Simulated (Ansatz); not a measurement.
# CH3Cl2OSb: how energies converge with the basis set

Aim: see how fast density functionals converge with the basis set for CH3Cl2OSb.

The runs use Ansatz 0.2.0, Gaussian basis; one geometry, several basis sets.

Levels to be run: PBE0-D4/def2-SVP; ωB97M-V/def2-SVP; PBE0-D4/def2-QZVPP; ωB97M-V/def2-QZVPP; the functionals' def2-TZVPP values are taken from earlier runs.

## 1. Structure used throughout

All runs share one geometry, relaxed beforehand with PBE0-D4 in a triple-zeta def2 set. Sb takes the def2 core potential; no spin-orbit term is included.

SMILES `C[O][Sb]([Cl])[Cl]`, 8 atoms, charge 0, spin multiplicity 1.

Atoms are counted from 1 here; the program's logs count them from 0.

Bond lengths: C1–O2 1.416 Å, C1–H6 1.094 Å, C1–H7 1.091 Å, C1–H8 1.094 Å, O2–Sb3 1.925 Å, Sb3–Cl4 2.351 Å, Sb3–Cl5 2.351 Å. Angles: O2–C1–H6 111.3°, O2–C1–H7 107.2°, O2–C1–H8 111.3°, H6–C1–H7 109.0°, H6–C1–H8 109.0°, H7–C1–H8 109.0°, C1–O2–Sb3 124.4°, O2–Sb3–Cl4 98.1°, O2–Sb3–Cl5 98.1°, Cl4–Sb3–Cl5 96.0°.

Geometry (Å):

```xyz
8
CH3Cl2OSb
C    -0.8280   -0.7442   -0.1306
O     0.4339   -0.9285    0.4851
Sb    1.7861    0.4348    0.6246
Cl    0.4253    2.1665    1.4477
Cl    1.7672    1.1493   -1.6152
H    -0.7201   -0.4885   -1.1887
H    -1.3694   -1.6882   -0.0465
H    -1.4029    0.0416    0.3681
```

## 2. PBE0-D4 in def2-SVP

in.yaml reads:

```yaml
crystal:
  periodic: [false, false, false]
  atoms:
    - {symbol: C, position_ang: [-0.827990, -0.744206, -0.130617]}
    - {symbol: O, position_ang: [0.433939, -0.928491, 0.485057]}
    - {symbol: Sb, position_ang: [1.786141, 0.434818, 0.624587]}
    - {symbol: Cl, position_ang: [0.425346, 2.166495, 1.447677]}
    - {symbol: Cl, position_ang: [1.767162, 1.149319, -1.615236]}
    - {symbol: H, position_ang: [-0.720092, -0.488486, -1.188735]}
    - {symbol: H, position_ang: [-1.369427, -1.688152, -0.046540]}
    - {symbol: H, position_ang: [-1.402879, 0.041604, 0.368107]}
basis:
  gaussian: {orbitals: def2-SVP}
hamiltonian: {xc: pbe0, dispersion: d4}
output: {orbitals: {seedname: orbitals}}
```

Started as:

```console
$ ansatz run in.yaml --threads 4 --pin off --events-out ev --progress --plain --max-ram 10444MiB
```

Further steps of the session: ωB97M-V in def2-SVP; PBE0-D4 in def2-QZVPP; ωB97M-V in def2-QZVPP.

Before running them: what should the planned runs give, taken together? Wanted: PBE0-D4: double and triple zeta above quadruple; ωB97M-V: double and triple zeta above quadruple.

**Answer**, as computed:

| quantity | value |
| --- | --- |
| PBE0-D4: double and triple zeta above quadruple | 13.93, 1.02 eV |
| ωB97M-V: double and triple zeta above quadruple | 13.96, 0.99 eV |

**Reading.** PBE0-D4 gains 12.91 eV from double to triple zeta, then 1.02 eV more. These are total energies; as a rule much of such shifts cancels in differences, which this series doesn't test.
